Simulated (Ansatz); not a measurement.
# CH8F2OSi: the cost of one run

Program: Ansatz 0.2.0. Level of theory: RKS PBE0-D4/def2-SVP. These are calculated values, not measurements.

### 1 The structure to begin with

Bond lengths: Si1–C2 2.174 Å, Si1–H3 1.473 Å, Si1–H4 1.459 Å, Si1–O5 1.616 Å, Si1–F7 2.006 Å, C2–H10 1.093 Å, C2–H11 1.092 Å, C2–H12 1.087 Å, O5–H13 0.956 Å. Angles (14 of 17 angles, heavy atoms first): C2–Si1–O5 110.3°, C2–Si1–F7 83.6°, O5–Si1–F7 86.6°, Si1–C2–H10 122.9°, Si1–C2–H11 122.3°, Si1–C2–H12 85.0°, C2–Si1–H3 91.9°, C2–Si1–H4 121.3°, H3–Si1–O5 95.5°, H3–Si1–F7 175.5°, H4–Si1–O5 124.0°, H4–Si1–F7 79.1°, Si1–O5–H13 119.8°, H10–C2–H11 110.5°.

As a file:

```xyz
13

Si   -0.9329    0.3246   -0.3939
C     0.9156   -0.8122   -0.5308
H    -1.4882   -0.3418   -1.5846
H    -1.9256    0.0348    0.6353
O    -0.7550    1.7692   -1.0954
H     0.1595    0.1894    1.9220
F    -0.0539    1.1326    1.2179
H     0.4187   -0.9968    0.7585
F     0.3332   -0.9952    1.9617
H     1.8577   -0.4680   -0.0960
H     0.9250   -1.8976   -0.6519
H     0.9551   -0.4422   -1.5522
H    -0.4093    2.5032   -0.5906
```

### 2 A restrained relaxation towards end A

Springs on the bonds that form and break draw the guess towards this end; the thresholds are loose.

Contents of input.yaml:

```yaml
crystal:
  periodic: [false, false, false]
  atoms:
    - { symbol: Si, position_ang: [-0.9329, 0.3246, -0.3939] }
    - { symbol: C, position_ang: [0.9156, -0.8122, -0.5308] }
    - { symbol: H, position_ang: [-1.4882, -0.3418, -1.5846] }
    - { symbol: H, position_ang: [-1.9256, 0.0348, 0.6353] }
    - { symbol: O, position_ang: [-0.755, 1.7692, -1.0954] }
    - { symbol: H, position_ang: [0.1595, 0.1894, 1.922] }
    - { symbol: F, position_ang: [-0.0539, 1.1326, 1.2179] }
    - { symbol: H, position_ang: [0.4187, -0.9968, 0.7585] }
    - { symbol: F, position_ang: [0.3332, -0.9952, 1.9617] }
    - { symbol: H, position_ang: [1.8577, -0.468, -0.096] }
    - { symbol: H, position_ang: [0.925, -1.8976, -0.6519] }
    - { symbol: H, position_ang: [0.9551, -0.4422, -1.5522] }
    - { symbol: H, position_ang: [-0.4093, 2.5032, -0.5906] }
basis:
  gaussian: { orbitals: def2-SVP }
hamiltonian:
  xc: pbe0
  dispersion: d4
relax:
  f_tol: 0.15
  max_steps: 25
  restrain:
    - { distance: [0, 6], at: 2.98, k: 30.0 }
    - { distance: [5, 8], at: 2.18, k: 30.0 }
    - { distance: [7, 1], at: 2.37, k: 30.0 }
    - { distance: [0, 1], at: 1.87, k: 30.0 }
    - { distance: [5, 6], at: 0.88, k: 30.0 }
    - { distance: [7, 8], at: 0.88, k: 30.0 }
output:
  orbitals: {}
```

Command:

```
$ ansatz run input.yaml --threads 2 --pin off --max-ram 3072MiB --backend cpu --events-out ev --progress --plain --runs-dir out
```

**Question.** How long does this run take on 2 threads of AMD EPYC 9R14 (Zen 4), shared host, and how much memory does it need?

About 25 s, with a peak of 0.29 GiB.
